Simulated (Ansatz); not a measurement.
# Al3B2W: the cost of one run

Method: DFT PBE, scalar-relativistic, plane waves, PAW, unless a step names another level, in Ansatz 0.2.0.

**1. The starting structure**

Symmetry: Cm, No. 8, monoclinic system. The conventional cell has a = 9.279 Å, b = 3.237 Å, c = 6.260 Å, α = 90.00°, β = 129.42°, γ = 90.00°. Around Al (site symmetry m) lie 5 B at 2.38 to 2.81 Å and 3 W at 2.73 to 2.74 Å. Around Al (site symmetry m) lie 4 B at 2.37 to 2.38 Å and 3 Al at 2.73 Å. Al (site symmetry m) is surrounded by 3 B at 2.21 to 2.39 Å. Around B (site symmetry m) lie 1 B at 1.73 Å and 6 Al at 2.21 to 2.44 Å and 1 W at 2.37 Å. B (site symmetry m) has 1 B at 1.73 Å and 2 W at 2.26 Å and 5 Al at 2.37 to 2.39 Å as nearest neighbours. W (site symmetry m) is surrounded by 3 B at 2.26 to 2.37 Å.

Coordinates:

```cif
data_structure
_symmetry_space_group_name_H-M 'Cm'
_symmetry_Int_Tables_number 8
_cell_length_a 9.2786
_cell_length_b 3.2367
_cell_length_c 6.2596
_cell_angle_alpha 90.000
_cell_angle_beta 129.418
_cell_angle_gamma 90.000
_cell_volume 145.23
loop_
_atom_site_label
_atom_site_type_symbol
_atom_site_symmetry_multiplicity
_atom_site_Wyckoff_symbol
_atom_site_fract_x
_atom_site_fract_y
_atom_site_fract_z
_atom_site_occupancy
Al1 Al 2 a 0.08210 0.50000 0.84811 1
Al2 Al 2 a 0.92345 0.50000 0.15479 1
Al3 Al 2 a 0.17955 0.00000 0.59011 1
B1 B 2 a 0.38218 0.50000 0.84226 1
B2 B 2 a 0.60920 0.50000 0.15112 1
W1 W 2 a 0.82351 0.00000 0.41362 1
```

It came out lowest among 31 distinct ends of the trial cells. At a tolerance of 0.05 Å it has space group Cm (No. 8).

**2. Tight relaxation for the response runs, on the response runs' mesh and smearing**

Contents of input.yaml:

```yaml
crystal:
  lattice:
    - [4.6393052349, -1.6183721046, -0.0008673062]
    - [4.6393052349, 1.6183721046, -0.0008673062]
    - [-3.9738134654, 0.0, 4.8364794507]
  atoms:
    - { symbol: Al, position: [0.5821020337, 0.5821020337, 0.8481083096] }
    - { symbol: Al, position: [0.4234478643, 0.4234478643, 0.1547904707] }
    - { symbol: Al, position: [0.1795521668, 0.1795521668, 0.5901093744] }
    - { symbol: B, position: [0.8821809526, 0.8821809526, 0.8422556912] }
    - { symbol: B, position: [0.1092021885, 0.1092021885, 0.1511173833] }
    - { symbol: W, position: [0.8235148541, 0.8235148541, 0.4136187709] }
basis:
  ecutwfc: 420
kpoints:
  mp_grid: { grid: [10, 10, 6] }
hamiltonian:
  xc: pbe
scf:
  occupations: { method: gaussian, width: 0.1 }
output:
  forces: true
  stress: true
  eigenvalues: true
  write_density: true
  write_potential: true
  elf: true
  volumetric_format: npy
relax:
  adjacent_minimum: "off"
  f_tol: 0.001
  max_steps: 60
  cell: { stress_tol: 0.01 }
```

Run with:

```bash
> ansatz run input.yaml --threads 3 --pin off --max-ram 7680MiB --backend cpu --events-out ev --progress --plain --runs-dir out
```

Q: Estimate wall time and peak memory on 3 threads of Arm Neoverse V2, shared host.

About 54 s, with a peak of 0.61 GiB.
